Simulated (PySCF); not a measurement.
# C₆H₅NS₂: reorganisation energies

Aim: compute the reorganisation energies of C₆H₅NS₂ (`Nc1csc2ccsc12`).

Computed with PySCF 2.14.0 and routines of our own; the level stands in each step. Atoms count from 0.

## 1. The system as given

14 atoms, charge 0, multiplicity 1; geometry from: GFN2-xTB.

## 2. Optimising the geometry at PBE0/def2-SV(P)

Job settings and geometry (Å):

```
{"job": {"xc": "PBE0", "basis": "def2-SV(P)", "grid": 1, "kind": "geom"}, "charge": 0, "multiplicity": 1}
N     -2.237320     1.171638     0.147685
C     -1.227879     0.383474    -0.371640
C     -1.233852    -0.230173    -1.591329
S      0.250896    -1.046228    -1.979268
C      0.921668    -0.579117    -0.458199
C      2.151444    -0.788787     0.200876
C      2.160066    -0.196677     1.420810
S      0.687551     0.631287     1.803964
C      0.018698     0.173550     0.275510
H     -3.150559     1.013449    -0.248318
H     -2.237672     1.243349     1.153713
H     -2.028472    -0.243128    -2.309825
H      2.973216    -1.345492    -0.209692
H      2.951537    -0.187618     2.143547
```

The run is started by

```console
$ OMP_NUM_THREADS=1 python excited_run.py task.json out
```

This one command runs all jobs of the session in turn.

What it wrote:

```text
step   0  E = -1081.68708488  max force = 0.011258
step   1  E = -1081.68873064  max force = 0.001661
step   2  E = -1081.68876031  max force = 0.000750
step   3  E = -1081.68877303  max force = 0.001539
step   4  E = -1081.68878962  max force = 0.000866
step   5  E = -1081.68879948  max force = 0.000997
step   6  E = -1081.68880399  max force = 0.000628
step   7  E = -1081.68880652  max force = 0.000235
optimisation converged
```

Run time: 1.7 min. Hardware: 1 thread of Arm Neoverse N1, shared host; peak memory 0.65 GiB.

Relaxation path:

```
step  energy from step 0 (eV)  largest force component (eV/Å)
   0                   0.0000                          0.5789
   1                  -0.0448                          0.0854
   2                  -0.0456                          0.0386
   3                  -0.0459                          0.0791
   4                  -0.0464                          0.0445
   5                  -0.0467                          0.0513
   6                  -0.0468                          0.0323
   7                  -0.0468                          0.0121
```

Distances of close pairs at the start and the end, largest changes first:

```
  bond  before (Å)  after (Å)  change (Å)
C2–H11       1.071      1.091      +0.019
C6–H13       1.072      1.091      +0.019
C5–H12       1.074      1.092      +0.017
 C5–C6       1.356      1.369      +0.013
 C4–C5       1.411      1.423      +0.012
 C1–C2       1.365      1.376      +0.011
 C1–C8       1.420      1.431      +0.011
N0–H10       1.009      1.016      +0.008
```

The final coordinates are the input of the step that follows.

```
                         at the end point                value
  point group (found at 0.08 Å tolerance)                   C1
rotational constants (GHz, main isotopes)  1.839, 1.289, 0.758
                        dipole moment (D)                 1.64
```

## 3. Relaxation after adding or removing an electron (C₆H₅NS₂+ (doublet)): UKS PBE0/def2-SV(P)

Job settings and geometry (Å):

```
{"job": {"kind": "ionopt", "ions": [1], "xc": "PBE0", "basis": "def2-SV(P)", "grid": 1}, "charge": 1, "multiplicity": 2}
N     -2.131258     1.129381     0.134150
C     -1.116727     0.338700    -0.385134
C     -1.104238    -0.292400    -1.608264
S      0.381386    -1.126038    -1.955418
C      1.033330    -0.660865    -0.426800
C      2.263320    -0.869823     0.258245
C      2.259947    -0.243423     1.475227
S      0.789873     0.612263     1.803262
C      0.128258     0.118241     0.284506
H     -3.022257     1.048261    -0.344753
H     -2.241993     1.070926     1.142620
H     -1.909849    -0.308601    -2.343119
H      3.106002    -1.449793    -0.122485
H      3.061109    -0.228416     2.215657
```

With the program's defaults for keys left out, this is: UKS PBE0/def2-SV(P) geometry optimisation of the ion from the geometry of its parent, gas phase.

What it wrote:

```text
step       E/Eh        max force   <S^2>
  0   -1081.41777246   0.048042   0.7579
  1   -1081.42370119   0.035160   0.7583
  2   -1081.42746116   0.013750   0.7582
  3   -1081.42957724   0.015172   0.7583
  4   -1081.43056418   0.004605   0.7581
  5   -1081.43095845   0.002540   0.7582
  6   -1081.43096125   0.003790   0.7581
  7   -1081.43108234   0.000440   0.7582
  8   -1081.43108477   0.000204   0.7582
optimisation converged
```

It took 4 min on 1 thread of Arm Neoverse N1, shared host; peak memory 0.75 GiB.

Key values:

```
             quantity    value
geometry moved (RMSD)  0.139 Å
                 ⟨S²⟩    0.758
```

Bonds of the start that changed most:

```
 bond  start (Å)  end (Å)
N0–C1      1.387    1.331
C1–C2      1.376    1.432
C2–S3      1.738    1.688
S3–C4      1.726    1.753
C6–S7      1.732    1.711
C4–C5      1.423    1.406
```

Mulliken spin populations:

N0 0.24; C1 0.09; C2 0.42; S3 0.18; C4 0.01; C5 0.04; C6 0.06; S7 0.07; C8 -0.06; H9 -0.01; H10 -0.01; H11 -0.02; H12 0.00; H13 0.00

## 4. Reorganisation energies: UKS PBE0/def2-SV(P)

Settings changed since step 3:

```diff
@@ -1,2 +1,2 @@
-{"job": {"kind": "ionopt", "ions": [1], "xc": "PBE0", "basis": "def2-SV(P)", "grid": 1}, "charge": 1, "multiplicity": 2}
+{"job": {"kind": "reorg", "ions": [1, -1], "xc": "PBE0", "basis": "def2-SV(P)", "grid": 1}, "charge": 0, "multiplicity": 1}
 N     -2.131258     1.129381     0.134150
```

With the program's defaults for keys left out, this is: UKS PBE0/def2-SV(P) four-point reorganisation energy, gas phase.

What it wrote:

```text
final grid: 61192 points
cycle   1  E = -1081.6560524524  dE =  1.824e+00  |g| = 3.482e-01  |ddm| = 4.789e+00
cycle   2  E = -1081.6521301596  dE =  3.922e-03  |g| = 3.779e-01  |ddm| = 8.812e-01
cycle   3  E = -1081.6870907604  dE = -3.496e-02  |g| = 7.674e-02  |ddm| = 5.197e-01
cycle   4  E = -1081.6884019729  dE = -1.311e-03  |g| = 3.890e-02  |ddm| = 1.495e-01
cycle   5  E = -1081.6887816837  dE = -3.797e-04  |g| = 9.394e-03  |ddm| = 5.324e-02
cycle   6  E = -1081.6888052283  dE = -2.354e-05  |g| = 2.215e-03  |ddm| = 1.538e-02
cycle   7  E = -1081.6888063549  dE = -1.127e-06  |g| = 8.041e-04  |ddm| = 3.560e-03
cycle   8  E = -1081.6888065039  dE = -1.489e-07  |g| = 2.429e-04  |ddm| = 1.108e-03
cycle   9  E = -1081.6888065187  dE = -1.486e-08  |g| = 9.190e-05  |ddm| = 4.181e-04
cycle  10  E = -1081.6888065211  dE = -2.376e-09  |g| = 1.170e-05  |ddm| = 1.374e-04
cycle  11  E = -1081.6888065211  dE = -3.024e-11  |g| = 6.412e-06  |ddm| = 3.028e-05
converged SCF energy = -1081.6888065211

hole transfer: vertical 7.3718 eV, relaxation of the ion converged
  adiabatic 7.0130 eV, lambda(ion) 0.3588, lambda(parent) 0.2314, total 0.5903 eV

electron transfer: vertical -1.1839 eV, relaxation of the ion skipped
```

Wall time 34 s (1 thread of Arm Neoverse N1, shared host); peak memory 0.7 GiB.

## 5. Results

```
                                                quantity                 value
                                             point group                    C1
                    rotational constants (main isotopes)  1.84, 1.29, 0.76 GHz
     geometry moved (RMSD) (step 3, UKS PBE0/def2-SV(P))               0.139 Å
hole reorganisation energy (step 4, UKS PBE0/def2-SV(P))             0.5903 eV
```

What this shows: Over 7 steps the energy fell by 0.047 eV; of the close pairs, C2–H11 changed most, 1.071 to 1.091 Å. No frequency check was run at this level, so the end point may be a saddle. In step 3 (relaxation after adding or removing an electron), among the bonds N0–C1 changes most, from 1.387 to 1.331 Å.
